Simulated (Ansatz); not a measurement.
Born–Oppenheimer molecular dynamics of a periodic cell of 32 atoms, CuMoF6 (host CuMoF6, host structure R-3). It starts from an unrelaxed structure (largest force component 0.88 eV/Å).

Method: Ansatz, DFT LDA, scalar-relativistic, plane waves, PAW. Settings: cutoff 420 eV, k mesh 1x1x1, fermi-dirac smearing 0.05 eV, no spin polarisation.

```yaml
ensemble: NPT, Langevin
time_step: 2 fs
steps_asked: 280
set_temperature: 1500 K
friction: 0.01 /fs
pressure: 10 GPa
seed: 636825
```

Frames 20 fs apart, positions in Å, forces in eV/Å.

Velocities at 0.0 fs (Å/ps):

```
Cu 3.32 3.47 -3.73
Mo 1.02 -6.92 1.99
F -3.59 -3.78 -10.81
F -7.15 6.53 -9.14
F -6.97 -1.37 3.99
F -8.00 9.72 -4.15
F 17.28 -2.97 -9.02
F -0.44 -9.12 -9.22
Cu 1.77 -1.17 -7.59
Mo -0.19 1.77 -0.49
F -10.13 20.04 -6.93
F -14.06 -0.14 7.78
F 0.75 -8.85 2.01
F -6.52 8.67 -1.39
F 4.79 -0.32 0.70
F -3.70 0.63 7.55
Cu -3.85 0.80 6.25
Mo 1.92 -5.36 3.66
F -1.85 2.42 4.75
F 0.71 -7.03 2.87
F -3.56 4.56 6.99
F 7.44 11.34 6.64
F 11.83 12.23 23.27
F -11.21 8.29 1.32
Cu 3.49 -0.93 -5.26
Mo -0.32 0.59 -3.05
F -3.84 -2.05 1.20
F -0.25 -8.08 -16.66
F 16.58 2.74 -4.31
F -4.94 -5.88 16.34
F -0.84 7.47 -3.09
F -0.41 -2.21 13.15
```

```xyz
32
Lattice="-5.0968 -2.9426 4.6242 5.0968 -2.9426 4.6242 0.0000 5.8852 4.6242" Properties=species:S:1:pos:R:3:forces:R:3 time_fs=0.0 energy_less_start_eV=0.000 T=1453
Cu 0.000 0.000 0.000 0.00 0.00 0.00
Mo 0.000 0.000 6.936 0.00 0.00 0.00
F 0.728 1.435 8.052 -0.62 -0.66 -0.40
F -0.728 -1.435 5.821 0.62 0.66 0.40
F 1.607 0.087 5.821 -0.88 0.21 0.40
F -1.607 -0.087 8.052 0.88 -0.21 -0.40
F 0.879 -1.348 8.052 -0.26 0.87 -0.40
F -0.879 1.348 5.821 0.26 -0.87 0.40
Cu 0.000 -2.943 4.624 0.00 0.00 0.00
Mo 0.000 2.943 2.312 0.00 0.00 0.00
F -4.369 1.435 8.052 -0.62 -0.66 -0.40
F 4.369 -1.435 5.821 0.62 0.66 0.40
F -3.490 0.087 5.821 -0.88 0.21 0.40
F 3.490 -0.087 8.052 0.88 -0.21 -0.40
F 0.879 1.595 3.427 -0.26 0.87 -0.40
F -0.879 -1.595 10.445 0.26 -0.87 0.40
Cu -2.548 1.471 4.624 0.00 0.00 0.00
Mo 2.548 -1.471 2.312 0.00 0.00 0.00
F -1.821 -2.979 8.052 -0.62 -0.66 -0.40
F 1.821 2.979 5.821 0.62 0.66 0.40
F -0.942 1.558 10.445 -0.88 0.21 0.40
F 0.942 -1.558 3.427 0.88 -0.21 -0.40
F 3.427 3.066 8.052 -0.26 0.87 -0.40
F -3.427 -3.066 5.821 0.26 -0.87 0.40
Cu 2.548 1.471 4.624 0.00 0.00 0.00
Mo -2.548 -1.471 2.312 0.00 0.00 0.00
F -1.821 -0.036 3.427 -0.62 -0.66 -0.40
F 1.821 0.036 10.445 0.62 0.66 0.40
F -0.942 4.501 5.821 -0.88 0.21 0.40
F 0.942 -4.501 8.052 0.88 -0.21 -0.40
F -1.670 3.066 8.052 -0.26 0.87 -0.40
F 1.670 -3.066 5.821 0.26 -0.87 0.40
32
Lattice="-5.0628 -2.9195 4.6032 5.0294 -2.9133 4.5704 -0.0113 5.8468 4.5957" Properties=species:S:1:pos:R:3:forces:R:3 time_fs=20.0 energy_less_start_eV=2.479 T=859
Cu 0.044 0.049 -0.026 1.31 0.11 2.70
Mo -0.048 -0.133 6.893 -0.70 0.97 -1.77
F 0.583 1.386 7.750 0.42 0.90 1.32
F -0.896 -1.293 5.680 0.60 -1.27 0.19
F 1.442 0.023 5.782 0.61 -0.37 -0.40
F -1.638 0.025 7.996 0.58 -0.86 0.02
F 1.038 -1.369 7.926 -1.35 0.32 0.08
F -0.878 1.120 5.622 -0.14 0.16 0.99
Cu -0.022 -2.931 4.406 -0.35 0.67 0.63
Mo -0.006 2.941 2.312 -1.23 1.13 2.46
F -4.574 1.709 7.841 0.96 -2.12 -0.91
F 4.190 -1.321 5.947 0.39 -0.97 -0.76
F -3.557 -0.036 5.869 0.76 0.32 -0.81
F 3.438 0.073 7.910 0.28 -0.51 0.64
F 0.918 1.643 3.385 -0.15 0.38 0.06
F -0.964 -1.658 10.440 -0.23 0.57 -1.37
Cu -2.593 1.417 4.700 1.07 -0.71 -1.23
Mo 2.530 -1.559 2.383 -0.62 1.88 -0.39
F -1.838 -3.019 8.067 0.01 0.21 -0.48
F 1.877 2.784 5.890 0.43 0.91 0.26
F -1.088 1.677 10.525 1.38 -0.23 -1.33
F 1.090 -1.313 3.507 -1.27 -1.17 0.67
F 3.569 3.299 8.248 -2.50 -0.52 -1.52
F -3.503 -3.104 5.829 0.70 -1.27 0.18
Cu 2.557 1.416 4.488 -0.54 0.22 1.03
Mo -2.551 -1.446 2.260 0.92 -0.94 -0.73
F -1.898 -0.108 3.401 0.08 0.52 0.48
F 1.758 -0.045 10.208 0.38 1.91 1.47
F -0.795 4.543 5.855 -1.97 0.01 0.26
F 1.004 -4.536 8.053 0.22 0.68 -0.77
F -1.698 3.197 7.907 1.14 -1.84 1.00
F 1.616 -3.046 5.920 -1.21 0.92 -1.95
32
Lattice="-4.9509 -2.8731 4.5313 4.9191 -2.8598 4.5047 -0.0044 5.7523 4.5303" Properties=species:S:1:pos:R:3:forces:R:3 time_fs=40.0 energy_less_start_eV=3.080 T=1084
Cu 0.164 0.131 0.088 -0.47 -0.34 1.10
Mo -0.096 -0.231 6.674 3.98 0.40 2.25
F 0.700 1.404 7.720 -0.56 -1.56 -0.74
F -1.029 -1.363 5.484 0.78 -1.16 0.72
F 1.468 -0.147 5.559 -0.29 -0.08 0.51
F -1.498 0.031 7.893 -0.67 -0.79 0.39
F 0.902 -1.277 7.895 -0.40 -0.80 0.56
F -0.810 0.932 5.576 -1.87 3.71 -2.12
Cu -0.102 -2.909 4.253 1.42 -0.09 2.26
Mo -0.009 2.926 2.376 -1.73 0.78 -2.10
F -4.500 1.751 7.587 1.09 -0.34 0.68
F 4.094 -1.393 5.976 0.53 -0.39 -0.28
F -3.496 -0.171 5.721 0.31 0.34 -0.22
F 3.373 0.141 7.893 -0.60 -0.40 1.26
F 0.959 1.649 3.335 0.33 -0.53 1.18
F -0.972 -1.609 10.145 1.09 -0.68 0.65
Cu -2.525 1.253 4.738 -0.23 0.84 -1.19
Mo 2.433 -1.548 2.416 2.74 0.48 0.20
F -1.790 -3.016 7.969 0.46 0.86 -0.63
F 1.949 2.714 6.004 -0.80 -0.75 -1.12
F -0.984 1.625 10.364 -0.06 -0.73 -0.13
F 1.036 -1.350 3.600 -1.35 -0.55 -0.16
F 3.439 3.293 8.148 0.34 -1.85 1.11
F -3.318 -3.308 5.785 -1.44 2.03 -2.04
Cu 2.549 1.329 4.438 -0.89 0.80 0.86
Mo -2.524 -1.410 2.197 0.80 1.76 0.90
F -1.873 -0.178 3.500 -0.03 0.58 -0.26
F 1.714 0.107 10.247 -0.23 -1.60 -1.53
F -0.892 4.504 5.953 1.55 0.50 -1.86
F 1.040 -4.485 7.878 -1.83 0.72 1.02
F -1.542 3.056 7.808 -2.14 -0.32 -1.49
F 1.456 -2.950 5.590 0.19 -0.85 0.24
32
Lattice="-4.8325 -2.8375 4.4486 4.8378 -2.8302 4.4592 0.0090 5.6640 4.4516" Properties=species:S:1:pos:R:3:forces:R:3 time_fs=60.0 energy_less_start_eV=4.091 T=1103
Cu 0.289 0.129 0.199 -3.63 0.31 -0.98
Mo -0.084 -0.274 6.495 1.29 2.57 3.10
F 0.891 1.236 7.617 -1.76 -1.00 -1.03
F -1.064 -1.570 5.480 0.91 0.62 0.55
F 1.448 -0.214 5.484 0.99 0.20 0.21
F -1.429 -0.049 7.798 -0.83 0.09 -0.29
F 0.628 -1.223 8.070 0.17 -0.76 -2.03
F -0.898 1.218 5.520 1.76 -1.10 0.89
Cu -0.151 -2.999 4.215 0.31 -0.68 0.06
Mo 0.015 2.911 2.396 -3.12 -0.48 -0.27
F -4.373 1.734 7.574 1.32 -0.75 0.15
F 4.175 -1.537 5.996 0.17 1.09 0.29
F -3.422 -0.151 5.541 -0.70 -0.98 1.61
F 3.186 0.092 8.077 2.14 -0.64 -1.28
F 0.973 1.603 3.383 -0.33 0.08 0.56
F -0.684 -1.574 9.934 -0.54 -0.98 1.17
Cu -2.487 1.117 4.671 -1.61 3.83 -1.25
Mo 2.390 -1.573 2.398 1.41 0.67 1.16
F -1.614 -2.959 7.787 -0.70 0.01 -0.26
F 1.944 2.587 5.858 -0.70 0.14 -0.52
F -0.816 1.566 10.225 -0.71 -1.21 0.25
F 0.812 -1.301 3.702 1.01 -0.77 -2.82
F 3.342 3.013 8.111 -0.54 0.67 -0.36
F -3.148 -3.239 5.503 2.33 -0.52 1.85
Cu 2.560 1.317 4.426 0.21 0.20 0.69
Mo -2.453 -1.346 2.158 -1.30 -0.68 -2.16
F -1.904 -0.192 3.528 1.31 -0.39 -1.30
F 1.592 0.023 10.130 0.84 0.62 -0.12
F -0.747 4.532 5.749 -0.55 -0.68 0.16
F 0.976 -4.351 7.875 -0.15 0.93 -0.86
F -1.638 2.856 7.504 0.25 -0.02 0.75
F 1.494 -3.033 5.274 0.78 -0.39 2.07
32
Lattice="-4.7176 -2.7956 4.3639 4.7813 -2.7945 4.4347 0.0327 5.5673 4.3848" Properties=species:S:1:pos:R:3:forces:R:3 time_fs=80.0 energy_less_start_eV=4.528 T=1217
Cu 0.259 0.121 0.281 0.39 0.61 -1.54
Mo -0.056 -0.272 6.435 -3.01 -1.17 -0.66
F 0.782 0.923 7.333 2.67 4.42 3.76
F -0.968 -1.642 5.631 0.53 -0.03 -1.27
F 1.476 -0.286 5.395 1.43 -0.37 -0.49
F -1.491 -0.059 7.662 -0.70 0.69 -0.29
F 0.400 -1.308 8.005 1.55 -0.54 -1.72
F -0.669 1.346 5.529 -0.25 -1.76 -0.10
Cu -0.139 -3.144 4.250 -0.33 0.67 -1.16
Mo -0.055 2.844 2.392 0.45 -2.84 4.72
F -4.117 1.609 7.641 0.72 -0.55 -0.13
F 4.212 -1.576 5.994 -1.14 0.31 -0.41
F -3.363 -0.215 5.590 1.64 0.38 -0.76
F 3.314 -0.147 8.126 -0.49 0.65 -0.99
F 0.842 1.539 3.431 0.18 0.12 0.44
F -0.485 -1.619 9.943 -2.45 1.95 -1.48
Cu -2.533 1.174 4.538 0.25 0.84 0.16
Mo 2.419 -1.568 2.430 2.26 1.74 -2.60
F -1.470 -2.815 7.625 -0.93 -0.97 0.65
F 1.903 2.518 5.693 -0.46 0.67 0.81
F -0.657 1.434 10.085 0.16 -2.00 0.91
F 0.870 -1.218 3.358 -1.34 -0.73 0.03
F 3.177 2.885 8.064 0.79 -0.25 -0.24
F -2.694 -3.141 5.394 -1.73 0.03 0.40
Cu 2.584 1.297 4.445 -0.36 -0.09 -0.29
Mo -2.403 -1.300 2.060 0.74 -3.00 2.52
F -1.712 -0.220 3.412 0.80 0.57 0.06
F 1.482 0.087 10.035 0.33 -0.49 -0.90
F -0.770 4.360 5.407 -0.23 -1.46 1.36
F 0.945 -4.039 7.785 0.00 -0.50 -0.11
F -1.705 2.668 7.438 0.57 1.25 0.22
F 1.670 -3.067 5.220 -2.05 1.86 -0.88
32
Lattice="-4.6346 -2.7674 4.3037 4.7282 -2.7534 4.4158 0.0589 5.4769 4.3318" Properties=species:S:1:pos:R:3:forces:R:3 time_fs=100.0 energy_less_start_eV=4.990 T=1376
Cu 0.222 0.063 0.261 0.97 -0.08 -1.30
Mo -0.061 -0.287 6.417 3.87 0.98 -0.89
F 0.978 1.036 7.611 -1.07 -1.14 -1.39
F -0.871 -1.668 5.488 0.55 0.47 -0.42
F 1.602 -0.437 5.305 -0.97 0.66 1.32
F -1.578 0.009 7.455 -0.28 0.24 0.90
F 0.535 -1.455 7.720 0.01 -0.41 -0.02
F -0.470 1.228 5.538 -1.02 0.49 -0.22
Cu -0.109 -3.159 4.260 -0.39 1.62 -0.72
Mo -0.097 2.689 2.475 3.23 0.43 -1.88
F -3.884 1.424 7.657 -0.18 -0.38 0.00
F 4.127 -1.504 5.749 -1.01 0.47 0.68
F -3.137 -0.244 5.604 -0.69 0.86 0.08
F 3.320 -0.465 8.072 -1.44 2.05 -0.29
F 0.773 1.469 3.639 0.73 0.02 -1.04
F -0.618 -1.488 9.836 1.41 -1.33 2.18
Cu -2.626 1.275 4.439 -0.28 -1.74 1.32
Mo 2.491 -1.494 2.404 -1.23 -0.32 -0.41
F -1.584 -2.752 7.584 1.64 -0.29 0.14
F 1.808 2.690 5.642 0.09 -1.04 -0.42
F -0.499 1.035 10.005 -1.19 0.09 0.35
F 0.722 -1.317 3.042 0.28 -0.54 0.20
F 3.189 2.848 8.017 0.89 -0.25 -0.37
F -2.549 -3.060 5.388 -2.00 0.64 -1.00
Cu 2.618 1.338 4.426 -3.25 0.91 0.43
Mo -2.370 -1.345 2.026 -0.49 3.02 3.36
F -1.493 -0.150 3.400 -0.86 -0.61 -1.46
F 1.425 0.126 9.913 0.39 -1.86 -0.85
F -0.967 4.057 5.200 2.53 -0.77 -0.75
F 0.963 -3.810 7.656 -0.51 -0.88 0.56
F -1.609 2.748 7.534 -0.33 0.01 -0.93
F 1.504 -2.836 5.110 0.61 -1.31 2.85
32
Lattice="-4.5947 -2.7678 4.2682 4.6749 -2.7021 4.3984 0.0970 5.4318 4.3090" Properties=species:S:1:pos:R:3:forces:R:3 time_fs=120.0 energy_less_start_eV=5.900 T=1338
Cu 0.176 -0.027 0.153 0.00 0.29 0.02
Mo 0.043 -0.296 6.425 -0.60 2.62 1.63
F 1.139 0.979 7.708 -2.02 -0.47 -1.65
F -0.716 -1.672 5.447 -0.95 -0.08 -0.78
F 1.600 -0.444 5.468 0.74 0.45 -0.48
F -1.661 0.202 7.478 2.81 -1.11 -0.10
F 0.543 -1.692 7.530 -0.10 1.42 0.72
F -0.570 1.170 5.507 -0.41 0.12 0.18
Cu -0.127 -3.121 4.232 0.70 0.43 0.04
Mo -0.020 2.570 2.488 1.95 -1.39 0.46
F -3.716 1.132 7.651 -0.12 0.89 0.34
F 3.904 -1.335 5.691 0.32 -1.01 -0.56
F -2.986 -0.160 5.614 -1.69 -0.45 -0.08
F 3.149 -0.305 7.967 -0.08 1.24 -1.67
F 0.833 1.279 3.702 -0.60 0.55 -2.08
F -0.579 -1.515 10.033 -0.23 -0.60 -0.36
Cu -2.692 1.288 4.413 2.08 -3.62 -0.90
Mo 2.463 -1.447 2.346 -1.93 0.14 -1.20
F -1.541 -2.821 7.657 0.70 0.29 0.58
F 1.727 2.831 5.400 0.58 -0.84 0.67
F -0.521 0.740 10.029 0.14 1.71 -1.50
F 0.651 -1.446 2.774 -0.34 0.21 1.77
F 3.375 2.786 7.837 -1.05 -0.63 0.80
F -2.740 -2.932 5.287 -0.23 0.12 0.78
Cu 2.586 1.447 4.454 -0.67 -0.39 0.33
Mo -2.383 -1.350 2.152 -0.05 -1.24 -4.40
F -1.622 -0.090 3.224 0.50 1.34 0.78
F 1.431 -0.170 9.822 0.51 3.71 3.44
F -0.854 3.780 5.160 -0.56 1.15 1.79
F 0.840 -3.734 7.634 -0.56 -2.18 1.34
F -1.575 2.828 7.546 0.51 -2.05 0.45
F 1.403 -2.846 5.400 0.68 -0.61 -0.38
```

Of the whole run (560 fs, mean temperature of the second half 1547 K): The conserved energy stayed within 0.77 meV per atom of its start (net change 0.12 meV per atom), so the integration is sound. A run of 0.56 ps of so small a system gives no equilibrium averages. Limits of this set-up: coarse k mesh. The cell's volume went from 416 to 348 Å³.

Run time: 15 min on 2 threads of Arm Neoverse V2, on a shared host, peak memory 0.58 GiB.
